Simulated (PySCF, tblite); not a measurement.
# C₅H₁₁GeP: geometry, infrared bands and NMR shifts

What infrared bands and NMR shifts should C₅H₁₁GeP (`C#C[P]([GeH3])CCC`) show?

Programs: tblite 0.8.0 and PySCF 2.14.0, with density-fitted response routines of our own. Each step states its level of theory. These are calculated values for one molecule in the gas phase, unless marked as measured. Atoms count from 0, in the outputs and in this text.

## 1. Starting geometry

18 atoms, charge 0, multiplicity 1; geometry from: force field or distance geometry start.

Bonds of the start (Å): C0–C1 1.21, C1–P2 1.80, P2–Ge3 2.29, P2–C4 1.86, C4–C5 1.53, C5–C6 1.53, C0–H7 1.07, Ge3–H8 1.55, Ge3–H9 1.56, Ge3–H10 1.55, C4–H11 1.12, C4–H12 1.11, C5–H13 1.11, C5–H14 1.12, C6–H15 1.10, C6–H16 1.12, C6–H17 1.11.

## 2. Optimising the geometry with GFN2-xTB

Job settings and geometry (Å):

```
{"job": {"kind": "relax", "xc": "GFN2-xTB", "basis": "xTB"}, "charge": 0, "multiplicity": 1}
C     -0.510700     2.593700     1.570900
C     -0.708700     1.944300     0.568500
P     -0.969500     0.948800    -0.909900
Ge    -2.921300     0.034500    -0.143400
C      0.096000    -0.483900    -0.373800
C      1.566500    -0.165000    -0.638400
C      2.465200    -1.331400    -0.238300
H     -0.350900     3.177500     2.448700
H     -3.312400    -1.171800    -1.036600
H     -2.716700    -0.471600     1.322900
H     -4.047400     1.092200    -0.159800
H     -0.199200    -1.379300    -0.971200
H     -0.068600    -0.703000     0.706500
H      1.728800     0.052500    -1.717900
H      1.865900     0.740600    -0.047800
H      2.201800    -2.237600    -0.812800
H      2.347600    -1.552900     0.850900
H      3.525100    -1.081300    -0.430300
```

Launch:

```
$ OMP_NUM_THREADS=1 python probes_run.py task.json out
```

One launch serves the whole session: the jobs run in the order shown.

The program printed:

```text
step      E/eV     max force
  0    -562.54252    0.883
  1    -562.61375    0.675
  2    -562.63076    2.705
  3    -562.67553    0.725
  4    -562.68512    0.281
  5    -562.69539    0.223
  6    -562.70417    0.300
  7    -562.70767    0.147
  8    -562.71025    0.125
  9    -562.71214    0.150
 10    -562.71405    0.159
 11    -562.71556    0.114
 12    -562.71698    0.149
 13    -562.71862    0.180
 14    -562.72064    0.193
 15    -562.72252    0.156
 16    -562.72370    0.081
 17    -562.72429    0.056
 18    -562.72467    0.061
 19    -562.72505    0.066
 20    -562.72550    0.073
 21    -562.72602    0.060
 22    -562.72659    0.076
 23    -562.72714    0.067
 24    -562.72761    0.049
 25    -562.72797    0.045
 26    -562.72823    0.037
 27    -562.72846    0.041
 28    -562.72873    0.048
 29    -562.72906    0.044
 30    -562.72939    0.043
 31    -562.72962    0.034
 32    -562.72977    0.033
 33    -562.72989    0.029
 34    -562.73001    0.028
 35    -562.73012    0.027
 36    -562.73020    0.023
 37    -562.73028    0.025
 38    -562.73037    0.031
 39    -562.73048    0.034
 40    -562.73057    0.025
 41    -562.73065    0.019
 42    -562.73071    0.022
 43    -562.73079    0.024
 44    -562.73091    0.032
 45    -562.73106    0.032
 46    -562.73118    0.023
 47    -562.73126    0.018
 48    -562.73131    0.018
 49    -562.73137    0.022
 50    -562.73143    0.024
 51    -562.73149    0.021
 52    -562.73152    0.013
 53    -562.73154    0.011
 54    -562.73156    0.013
 55    -562.73159    0.018
 56    -562.73162    0.017
 57    -562.73165    0.015
 58    -562.73169    0.016
 59    -562.73173    0.020
 60    -562.73180    0.026
 61    -562.73187    0.023
 62    -562.73194    0.021
 63    -562.73200    0.019
 64    -562.73207    0.026
 65    -562.73214    0.025
 66    -562.73218    0.013
 67    -562.73220    0.010
```

Along the way: (not every step is listed)

```csv
step,energy from step 0 (eV),largest force (eV/Å)
0,0.0000,0.8835
1,-0.0712,0.6745
2,-0.0882,2.7049
3,-0.1330,0.7245
4,-0.1426,0.2812
5,-0.1529,0.2226
6,-0.1617,0.3000
7,-0.1652,0.1473
8,-0.1677,0.1245
13,-0.1761,0.1800
18,-0.1821,0.0608
23,-0.1846,0.0669
28,-0.1862,0.0485
33,-0.1874,0.0291
38,-0.1879,0.0313
43,-0.1883,0.0241
48,-0.1888,0.0181
53,-0.1890,0.0112
58,-0.1892,0.0155
62,-0.1894,0.0205
63,-0.1895,0.0193
64,-0.1896,0.0256
65,-0.1896,0.0246
66,-0.1897,0.0133
67,-0.1897,0.0099
```

Close pairs (by a distance rule), those that changed most:

```csv
bond,before (Å),after (Å),change (Å)
Ge3–H9,1.565,1.506,-0.059
Ge3–H8,1.551,1.505,-0.046
Ge3–H10,1.545,1.500,-0.045
C1–P2,1.801,1.764,-0.037
C6–H16,1.118,1.088,-0.030
P2–Ge3,2.288,2.317,+0.030
C5–H14,1.122,1.093,-0.028
C4–H11,1.116,1.095,-0.021
```

The end geometry stands in the next job.

## 3. Vibrational analysis with GFN2-xTB

Job settings and geometry (Å):

```
{"job": {"kind": "ir", "xc": "GFN2-xTB", "basis": "xTB"}, "charge": 0, "multiplicity": 1}
C     -0.453773     2.659314     1.515942
C     -0.697292     1.913635     0.603999
P     -0.969818     0.933831    -0.837412
Ge    -2.974263     0.025640    -0.111997
C      0.128669    -0.506766    -0.367598
C      1.595801    -0.163077    -0.603722
C      2.508422    -1.327960    -0.240759
H     -0.257839     3.279432     2.341866
H     -3.433197    -1.070253    -1.035650
H     -2.994076    -0.588710     1.262365
H     -4.083386     1.035061    -0.119553
H     -0.159998    -1.359027    -0.991646
H     -0.029695    -0.778843     0.679650
H      1.740775     0.101647    -1.654484
H      1.860526     0.711418    -0.002978
H      2.262894    -2.205744    -0.835299
H      2.399397    -1.584423     0.811101
H      3.548095    -1.068857    -0.425483
```

The program printed:

```text
mode    cm-1     km/mol
  1      55.6      0.12
  2      65.8      0.01
  3      75.9      0.06
  4      81.6      0.06
  5      87.3      0.17
  6     151.2      0.10
  7     210.6      0.99
  8     232.5      0.12
  9     265.6      4.18
 10     312.5      2.15
 11     332.6     17.97
 12     393.6     11.39
 13     408.0     29.43
 14     444.3     29.73
 15     630.9     22.67
 16     658.6     18.05
 17     665.5      1.59
 18     732.2      4.59
 19     761.4     35.46
 20     765.1    758.53
 21     857.3     13.07
 22     865.1    115.10
 23     866.4    125.83
 24     944.3      3.29
 25    1022.5      4.85
 26    1082.2      0.77
 27    1111.6      9.75
 28    1219.0      1.51
 29    1220.1      1.10
 30    1273.9      0.26
 31    1341.3      0.62
 32    1415.4      1.58
 33    1442.6      0.62
 34    1492.0      0.09
 35    1502.8      3.50
 36    1504.2      1.77
 37    1898.7    165.96
 38    1990.9    493.01
 39    2024.0    477.53
 40    2187.7      0.43
 41    2928.5     14.25
 42    2940.1     10.02
 43    2958.7     37.15
 44    2972.0     22.79
 45    3028.0     44.36
 46    3031.6     35.58
 47    3040.1     35.62
 48    3365.0      0.95
```

The strongest bands and the atoms that carry them (share of the mass-weighted mode):

```csv
cm⁻¹,km/mol,atoms
765,758.5,"H8 32 %, H10 32 %, H9 29 %"
865,115.1,"H9 47 %, H10 34 %, H8 16 %"
866,125.8,"H8 47 %, H10 27 %, H9 16 %"
1899,166.0,"H9 49 %, H8 33 %, H10 18 %"
1991,493.0,"H8 52 %, H9 45 %"
2024,477.5,"H10 79 %, H8 14 %"
2959,37.1,"H14 45 %, H13 41 %"
3028,44.4,"H15 60 %, H16 30 %"
```

## 4. NMR shieldings: PBE0/pcSseg-1

Settings changed since step 3:

```diff
@@ -1,2 +1,2 @@
-{"job": {"kind": "ir", "xc": "GFN2-xTB", "basis": "xTB"}, "charge": 0, "multiplicity": 1}
+{"job": {"kind": "nmr", "xc": "PBE0", "basis": "pcSseg-1"}, "charge": 0, "multiplicity": 1}
 C     -0.453773     2.659314     1.515942
```

With the program's defaults for keys left out, this is: GIAO PBE0/pcSseg-1 NMR shielding, non-relativistic, gas phase.

The program printed:

```text
coarse grid: 66920 points
cycle   1  E = -2614.4572386032  dE = -7.260e-02  |g| = 9.320e-01  |ddm| = 4.010e+00
cycle   2  E = -2614.4270505336  dE =  3.019e-02  |g| = 9.487e-01  |ddm| = 1.251e+00
cycle   3  E = -2614.5406856590  dE = -1.136e-01  |g| = 9.932e-02  |ddm| = 7.946e-01
cycle   4  E = -2614.5426771421  dE = -1.991e-03  |g| = 3.001e-02  |ddm| = 1.706e-01
cycle   5  E = -2614.5429077881  dE = -2.306e-04  |g| = 1.006e-02  |ddm| = 4.223e-02
cycle   6  E = -2614.5429292913  dE = -2.150e-05  |g| = 4.578e-03  |ddm| = 1.235e-02
cycle   7  E = -2614.5429343659  dE = -5.075e-06  |g| = 1.193e-03  |ddm| = 4.318e-03
final grid: 140096 points
cycle   8  E = -2614.5428919590  dE =  6.654e-07  |g| = 2.094e-03  |ddm| = 3.837e-03
cycle   9  E = -2614.5428884790  dE =  3.480e-06  |g| = 4.272e-03  |ddm| = 4.741e-03
cycle  10  E = -2614.5428930045  dE = -4.525e-06  |g| = 4.609e-04  |ddm| = 3.134e-03
cycle  11  E = -2614.5428930615  dE = -5.704e-08  |g| = 3.805e-05  |ddm| = 5.135e-04
cycle  12  E = -2614.5428930619  dE = -4.015e-10  |g| = 7.953e-06  |ddm| = 5.510e-05
converged SCF energy = -2614.5428930619

GIAO shielding tensors (ppm)
atom      isotropic    diamagn.    paramagn.     s11        s22        s33       span
  0 C       85.888     259.926    -174.038      5.855     19.402    232.407    226.551
  1 C       99.646     271.504    -171.858     -6.438      8.425    296.951    303.389
  2 P      474.433     965.192    -490.759    414.759    457.288    551.252    136.492
  3 Ge    1566.034    2754.863   -1188.829   1445.247   1541.264   1711.590    266.343
  4 C      152.571     253.683    -101.113    140.001    147.424    170.286     30.285
  5 C      159.908     247.068     -87.160    142.917    163.056    173.753     30.837
  6 C      168.073     245.171     -77.098    155.181    160.936    188.101     32.919
  7 H       29.419      34.399      -4.980     24.391     24.523     39.342     14.951
  8 H       27.952      28.747      -0.794     21.187     22.680     39.990     18.803
  9 H       27.812      28.775      -0.963     21.363     23.305     38.768     17.406
 10 H       27.857      28.269      -0.412     21.175     22.417     39.979     18.804
 11 H       30.303      33.266      -2.962     24.435     31.287     35.187     10.752
 12 H       29.699      33.910      -4.211     24.214     31.968     32.915      8.701
 13 H       30.199      30.578      -0.378     24.744     30.434     35.420     10.676
 14 H       29.773      31.987      -2.214     23.901     31.679     33.739      9.838
 15 H       30.678      28.814       1.863     26.389     28.905     36.739     10.350
 16 H       30.681      29.638       1.043     26.260     29.245     36.537     10.277
 17 H       30.278      27.257       3.021     25.403     27.318     38.113     12.710
```

Wall time 2.7 min (1 thread, shared host).

The references, computed at this level on geometries of the same kind, shield at (ppm): ¹H TMS 31.72, ¹³C TMS 186.9, ³¹P H3PO4 318.4, ⁷³Ge GeMe4 1331. Their shielding less the atom's gives the shift. The references are single molecules in the gas phase, so shifts against H2O, NH3, PH3, H3PO4 or CFCl3 are not on the usual liquid scales and can be off by tens of ppm. Atoms listed in one row are averaged.

```csv
atoms,environment,σ (ppm),δ (ppm)
C0,terminal alkyne carbon,85.9,101.0
C1,alkyne carbon,99.6,87.3
C4,sp3 CH2 bonded to P,152.6,34.4
C5,sp3 CH2,159.9,27.0
C6,methyl carbon,168.1,18.9
"H8, H9, H10",hydrogen on a germanium bonded to P,27.87,3.84
H7,hydrogen on a terminal alkyne carbon,29.42,2.30
"H13, H14",hydrogen on an sp3 CH2,29.99,1.73
"H11, H12",hydrogen on an sp3 CH2 bonded to P,30.00,1.72
"H15, H16, H17",hydrogen on a methyl carbon,30.55,1.17
P2,"phosphorus bonded to 2 C, Ge",474.4,-156.1
Ge3,"germanium bonded to P, 3 H",1566,-235
```

The run also stored atomic charges by several schemes (e):

```csv
atoms,Mulliken,IAO,Hirshfeld,ESP fit
C0,-0.34,-0.22,-0.10,-0.44
C1,-0.02,-0.27,-0.12,0.11
P2,0.23,0.32,0.11,-0.24
Ge3,0.11,0.31,0.24,0.32
C4,-0.44,-0.41,-0.11,-0.02
C5,-0.26,-0.25,-0.07,0.25
C6,-0.26,-0.42,-0.11,-0.46
```

Mayer bond orders: C0–C1 2.59, C1–P2 0.82, P2–Ge3 0.92, P2–C4 0.94, C4–C5 1.01, C5–C6 1.06.

## 5. Results

| quantity | value |
| --- | --- |
| strongest single infrared mode (GFN2-xTB) | 765 cm⁻¹, 759 km/mol |
| zero-point energy (GFN2-xTB) | 84.1 kcal/mol |
| ¹³C shifts against TMS (PBE0/pcSseg-1) | 101.0, 87.3, 34.4, 27.0, 18.9 ppm |
| ¹H shifts against TMS (PBE0/pcSseg-1, means over atoms taken as alike) | 3.84, 2.30, 1.73, 1.72, 1.17 ppm |
| ³¹P shifts against H3PO4 (PBE0/pcSseg-1) | -156.1 ppm |
| ⁷³Ge shifts against GeMe4 (PBE0/pcSseg-1) | -235 ppm |

What this shows: The optimisation took 67 steps and gained 0.190 eV; among the close pairs (by a distance rule), Ge3–H9 changed most, from 1.565 to 1.506 Å. No mode is imaginary among the 48: a minimum at this level. Unscaled tight-binding wavenumbers are off by several per cent, some by more. Its intensities can rank the bands wrongly. At PBE0/pcSseg-1: Shielding is most anisotropic at C1 (span 303 ppm, paramagnetic term -172 ppm). Spin-orbit coupling is left out, which matters for shieldings and couplings at and beside the heavy atoms.
